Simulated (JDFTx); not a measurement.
# ZrC (P6_3/mmc) in JDFTx: reference runs

How does ZrC come out in PBEsol? The cell is run as given and disturbed.

All numbers are computed with JDFTx 1.7.0 (patched build); they aren't measurements. Logs are shortened: lines on timing, memory, paths and dates and some standing lists are left out, and cuts for length are marked. The log counts tension as positive stress, the text compression.

## (1) Starting point

The structure is hexagonal, space group P6_3/mmc (No. 194). Conventional cell: a = 3.391 Å, b = 3.391 Å, c = 5.290 Å, α = 90.00°, β = 90.00°, γ = 120.00°. Around Zr (site symmetry -6m2) lie 6 C at 2.36 Å. Around C (site symmetry -3m) lie 6 Zr at 2.36 Å and 2 C at 2.65 Å.

The cell comes from a database or a generator and needn't be the stable form of this composition.

## (2) Single point, PBEsol

ZrC.in reads:

```
lattice \
    6.4089613119    -3.2044806559     0.0000000000 \
    0.0000000000     5.5503233079     0.0000000000 \
    0.0000000000     0.0000000000     9.9967513548
coords-type Lattice
ion Zr     0.6666666667     0.3333333333     0.7500000000 1
ion Zr     0.3333333333     0.6666666667     0.2500000000 1
ion C      0.0000000000     0.0000000000     0.5000000000 1
ion C      0.0000000000     0.0000000000     0.0000000000 1

ion-species pseudo/Zr.upf
ion-species pseudo/C.upf
elec-cutoff 41 328
elec-ex-corr gga-PBEsol
kpoint-folding 9 9 5
elec-smearing Fermi 0.0018374661
elec-n-bands 23
electronic-SCF nIterations 100 energyDiffThreshold 1e-09
electronic-minimize nIterations 30 energyDiffThreshold 1e-7
converge-empty-states yes
forces-output-coords Cartesian

dump-name run.$VAR
dump End Ecomponents EigStats BandEigs Kpoints Forces Stress
```

Potentials or basis: PseudoDojo-SR-PBEsol-0.4.1-standard with smoothed tails.

Launch:

```console
$ jdftx -c 1 -i ZrC.in -o ZrC.out
```

Standard output:

```text
*************** JDFTx 1.7.0 (patched build) ***************

Input parsed successfully to the following command list (including defaults):
[... the input with its defaults ...]

---------- Setting up symmetries ----------

Found 24 point-group symmetries of the bravais lattice
Found 24 space-group symmetries with basis
Applied RMS atom displacement 2.61645e-10 bohrs to make symmetries exact.

---------- Initializing the Grid ----------
R =
[      6.40896     -3.20448            0  ]
[            0      5.55032            0  ]
[            0            0      9.99675  ]
unit cell volume = 355.603
G =
[   0.980375    0.56602         -0  ]
[          0    1.13204          0  ]
[          0         -0   0.628523  ]
Minimum fftbox size, Smin = [  56  56  84  ]
Chosen fftbox size, S = [  56  56  84  ]

---------- Initializing tighter grid for wavefunction operations ----------
R =
[      6.40896     -3.20448            0  ]
[            0      5.55032            0  ]
[            0            0      9.99675  ]
unit cell volume = 355.603
G =
[   0.980375    0.56602         -0  ]
[          0    1.13204          0  ]
[          0         -0   0.628523  ]
Minimum fftbox size, Smin = [  40  40  60  ]
Chosen fftbox size, S = [  40  40  60  ]

---------- Exchange Correlation functional ----------
Initalized PBEsol GGA exchange.
Initalized PBEsol GGA correlation.

---------- Setting up pseudopotentials ----------
Width of ionic core gaussian charges (only for fluid interactions / plotting) set to 0

Reading pseudopotential file 'pseudo/Zr.upf':
  'Zr' pseudopotential, 'PBESOL' functional
  Generated using ONCVPSP code by D. R. Hamann
  12 valence electrons, 4 orbitals, 6 projectors, 1001 radial grid points, with lMax = 2
    4S    l: 0   occupation:  2.0   eigenvalue: -2.001217
    4P    l: 1   occupation:  6.0   eigenvalue: -1.191752
    4D    l: 2   occupation:  2.0   eigenvalue: -0.132729
    5S    l: 0   occupation:  2.0   eigenvalue: -0.164081
  Core radius for overlap checks: 1.48 bohrs.

Reading pseudopotential file 'pseudo/C.upf':
  'C' pseudopotential, 'PBESOL' functional
  Generated using ONCVPSP code by D. R. Hamann
  4 valence electrons, 2 orbitals, 4 projectors, 1001 radial grid points, with lMax = 1
    2S    l: 0   occupation:  2.0   eigenvalue: -0.501565
    2P    l: 1   occupation:  2.0   eigenvalue: -0.192331
  Core radius for overlap checks: 1.21 bohrs.

Initialized 2 species with 4 total atoms.

Folded 1 k-points by 9x9x5 to 405 k-points.

---------- Setting up k-points, bands, fillings ----------
Reduced to 36 k-points under symmetry.
Computing the number of bands and number of electrons
Calculating initial fillings.
nElectrons:  32.000000   nBands: 23   nStates: 36

----- Setting up reduced wavefunction bases (one per k-point) -----
average nbasis = 4457.602 , ideal nbasis = 4458.971

---------- Setting up ewald sum ----------
Optimum gaussian width for ewald sums = 2.243305 bohr.
Real space sum over 1089 unit cells with max indices [  5  5  4  ]
Reciprocal space sum over 2873 terms with max indices [  6  6  8  ]

---------- Allocating electronic variables ----------
Initializing wave functions:  linear combination of atomic orbitals
Zr pseudo-atom occupations:   s ( 2 2 )  p ( 6 )  d ( 2 )
C pseudo-atom occupations:   s ( 2 )  p ( 2 )
	FillingsUpdate:  mu: +0.573954244  nElectrons: 32.000000
LCAOMinimize: Iter:   0  F: -105.8419278739431633  |grad|_K:  1.046e-02  alpha:  1.000e+00
	FillingsUpdate:  mu: +0.560705584  nElectrons: 32.000000
LCAOMinimize: Iter:   1  F: -106.2265644580863437  |grad|_K:  2.327e-03  alpha:  3.230e-01  linmin:  3.493e-01  cgtest: -1.062e+00
LCAOMinimize: 	Bad step direction: g.d > 0.
[... 13 lines of inner loops ...]
LCAOMinimize: Iter:   6  F: -106.2493484835319322  |grad|_K:  3.238e-07  alpha:  8.180e-01  linmin: -1.716e-03  cgtest:  1.433e-02
	FillingsUpdate:  mu: +0.566305144  nElectrons: 32.000000
LCAOMinimize: Iter:   7  F: -106.2493484849624821  |grad|_K:  3.868e-08  alpha:  9.027e-01  linmin:  3.082e-03  cgtest: -1.778e-02
LCAOMinimize: Converged (|Delta F|<1.000000e-06 for 2 iters).

-------- Electronic minimization -----------
Will mix electronic density at each iteration.
	FillingsUpdate:  mu: +0.566305144  nElectrons: 32.000000
	FillingsUpdate:  mu: +0.556303573  nElectrons: 32.000000
SCF: Cycle:  0   F: -106.331287184711698   dF: -8.194e-02   |Residual|: 8.578e-02   |deigs|: 1.130e-02
	FillingsUpdate:  mu: +0.550869563  nElectrons: 32.000000
SCF: Cycle:  1   F: -106.336307893061658   dF: -5.021e-03   |Residual|: 3.525e-02   |deigs|: 6.424e-03
	FillingsUpdate:  mu: +0.548941248  nElectrons: 32.000000
SCF: Cycle:  2   F: -106.337030089914620   dF: -7.222e-04   |Residual|: 1.286e-02   |deigs|: 5.497e-03
	FillingsUpdate:  mu: +0.547954251  nElectrons: 32.000000
SCF: Cycle:  3   F: -106.337099277801826   dF: -6.919e-05   |Residual|: 3.612e-03   |deigs|: 2.173e-03
	FillingsUpdate:  mu: +0.548024202  nElectrons: 32.000000
SCF: Cycle:  4   F: -106.337101619723157   dF: -2.342e-06   |Residual|: 7.861e-04   |deigs|: 4.333e-04
	FillingsUpdate:  mu: +0.548002565  nElectrons: 32.000000
SCF: Cycle:  5   F: -106.337103812096288   dF: -2.192e-06   |Residual|: 1.626e-04   |deigs|: 1.597e-04
	FillingsUpdate:  mu: +0.547993666  nElectrons: 32.000000
SCF: Cycle:  6   F: -106.337104097021708   dF: -2.849e-07   |Residual|: 7.588e-05   |deigs|: 3.180e-05
	FillingsUpdate:  mu: +0.547995152  nElectrons: 32.000000
SCF: Cycle:  7   F: -106.337104276903688   dF: -1.799e-07   |Residual|: 1.531e-05   |deigs|: 2.385e-05
	FillingsUpdate:  mu: +0.547995143  nElectrons: 32.000000
SCF: Cycle:  8   F: -106.337104333433047   dF: -5.653e-08   |Residual|: 1.179e-05   |deigs|: 1.562e-05
	FillingsUpdate:  mu: +0.547995945  nElectrons: 32.000000
SCF: Cycle:  9   F: -106.337104362855627   dF: -2.942e-08   |Residual|: 6.340e-06   |deigs|: 1.241e-05
	FillingsUpdate:  mu: +0.547995690  nElectrons: 32.000000
SCF: Cycle: 10   F: -106.337104372809733   dF: -9.954e-09   |Residual|: 2.410e-06   |deigs|: 1.127e-05
	FillingsUpdate:  mu: +0.547995461  nElectrons: 32.000000
SCF: Cycle: 11   F: -106.337104379787220   dF: -6.977e-09   |Residual|: 2.974e-06   |deigs|: 2.334e-05
	FillingsUpdate:  mu: +0.547995498  nElectrons: 32.000000
SCF: Cycle: 12   F: -106.337104381714539   dF: -1.927e-09   |Residual|: 2.054e-06   |deigs|: 1.242e-05
	FillingsUpdate:  mu: +0.547995482  nElectrons: 32.000000
SCF: Cycle: 13   F: -106.337104383010214   dF: -1.296e-09   |Residual|: 3.902e-06   |deigs|: 1.726e-05
	FillingsUpdate:  mu: +0.547995457  nElectrons: 32.000000
SCF: Cycle: 14   F: -106.337104383376982   dF: -3.668e-10   |Residual|: 7.062e-06   |deigs|: 1.234e-05
	FillingsUpdate:  mu: +0.547995527  nElectrons: 32.000000
SCF: Cycle: 15   F: -106.337104383677314   dF: -3.003e-10   |Residual|: 3.676e-06   |deigs|: 2.445e-05
SCF: Converged (|Delta E|<1.000000e-09 for 2 iters).

Setting wave functions to eigenvectors of Hamiltonian
Converging empty states (this may take a while):
EmptyStates: None of the convergence criteria satisfied.
|deigs|: 4.371e-04

# Stress tensor in Cartesian coordinates [Eh/a0^3]:
[  0.000278572            0            0  ]
[            0  0.000278572            0  ]
[            0            0  0.000217351  ]

# Ionic positions in lattice coordinates:
ion Zr   0.666666666666667   0.333333333333333   0.750000000000000 1
ion Zr   0.333333333333333   0.666666666666667   0.250000000000000 1
ion C   0.000000000000000   0.000000000000000   0.500000000000000 1
ion C   0.000000000000000   0.000000000000000   0.000000000000000 1

# Forces in Cartesian coordinates:
force Zr   0.000000000000000   0.000000000000000   0.000000000000000 1
force Zr  -0.000000000000000  -0.000000000000000   0.000000000000000 1
force C  -0.000000000000000  -0.000000000000000   0.000000000000000 1
force C   0.000000000000000   0.000000000000000  -0.000000000000000 1

# Energy components:
   Eewald =      -93.7968471154222385
       EH =       12.8155912872546516
     Eloc =      -54.9823786567500008
      Enl =       10.2086618316682678
      Exc =      -24.1466315159159919
 Exc_core =        6.9778668340534677
       KE =       36.5868667535580059
-------------------------------------
     Etot =     -106.3368705815538249
       TS =        0.0002338021234915
-------------------------------------
        F =     -106.3371043836773140

IonicMinimize: Iter:   0  F: -106.337104383677314  |grad|_K:  5.783e-36
IonicMinimize: Converged (|grad|_K<1.000000e-04).

#--- Lowdin population analysis ---
# oxidation-state Zr +0.695 +0.695
# oxidation-state C -0.648 -0.648

Dumping 'run.eigStats' ...
	eMin: -1.225293 at state 0 ( [ +0.000000 +0.000000 +0.000000 ] spin 0 )
	HOMO: +0.546873 at state 28 ( [ +0.222222 +0.222222 +0.200000 ] spin 0 )
	mu  : +0.547996
	LUMO: +0.549245 at state 16 ( [ +0.111111 +0.111111 +0.200000 ] spin 0 )
	eMax: +0.816808 at state 33 ( [ +0.333333 +0.333333 +0.000000 ] spin 0 )
	HOMO-LUMO gap: +0.002372
	Optical gap  : +0.006939 at state 16 ( [ +0.111111 +0.111111 +0.200000 ] spin 0 )
WARNING: the last solve of the electrons (or of bands or displaced states from it) ended unconverged.
Done!
```

Run time: 2.1 min. Hardware: 1 thread of Intel Xeon 6975P-C (Granite Rapids), shared host; peak memory 0.24 GiB.

What came out:

```
Free energy            : -2893.5800 eV
Pressure               : -7.6 GPa
Band gap on the k mesh : none (metal or under the smearing width)
Loewdin charges        : Zr +0.69; C -0.65 e
```

Stress tensor (GPa, compression positive):
```
-8.20  0.00  0.00
 0.00 -8.20  0.00
 0.00  0.00 -6.39
```

Caveat: the empty levels aren't tightly converged.

## (3) Single point, PBEsol (atoms moved at random, drawn with an rms of 0.05 Å)

ZrC.in reads:

```
lattice \
    6.4089613119    -3.2044806559     0.0000000000 \
    0.0000000000     5.5503233079     0.0000000000 \
    0.0000000000     0.0000000000     9.9967513548
coords-type Lattice
ion Zr     0.6564960000     0.3361750000     0.7457770000 1
ion Zr     0.3534290000     0.6814770000     0.2533850000 1
ion C     -0.0106820000    -0.0085700000     0.5010310000 1
ion C      0.0019040000    -0.0091580000    -0.0024290000 1

ion-species pseudo/Zr.upf
ion-species pseudo/C.upf
elec-cutoff 41 328
elec-ex-corr gga-PBEsol
kpoint-folding 9 9 5
elec-smearing Fermi 0.0018374661
elec-n-bands 23
electronic-SCF nIterations 100 energyDiffThreshold 1e-09
electronic-minimize nIterations 30 energyDiffThreshold 1e-7
converge-empty-states yes
forces-output-coords Cartesian

dump-name run.$VAR
dump End Ecomponents EigStats BandEigs Kpoints Forces Stress ElecDensity Dtot KEdensity
```

Potentials or basis: PseudoDojo-SR-PBEsol-0.4.1-standard with smoothed tails.

Launch:

```console
$ jdftx -c 1 -i ZrC.in -o ZrC.out
```

Wall time 11 min (1 thread of Intel Xeon 6975P-C (Granite Rapids), shared host); peak memory 1.1 GiB.

Results (log left out):

```yaml
Free_energy: -2893.4993 eV
Pressure: -7.0 GPa
Largest_force: 1.271 eV/Å
Band_gap_on_the_k_mesh: none (metal or under the smearing width)
Loewdin_charges: Zr +0.69; C -0.65 e
```

Forces in eV/Å, atoms in the order of the input:
```
Zr   0.503 -0.494  0.585
Zr  -0.618 -0.927 -0.611
C    0.242  0.745 -0.082
C   -0.127  0.675  0.108
```

Stress tensor (GPa, compression positive):
```
-7.76 -0.09  0.48
-0.09 -7.58  0.14
 0.48  0.14 -5.53
```

Levels at points of the mesh, in eV from the Fermi level:
```csv
k point,band 12,band 13,band 14,band 15,band 16,band 17,band 18,band 19,band 20,band 21
"(0.00, 0.00, 0.00)",-2.89,-2.77,-1.35,-0.86,0.80,1.22,1.25,1.51,1.80,2.36
```

Caveat: the empty levels aren't tightly converged.
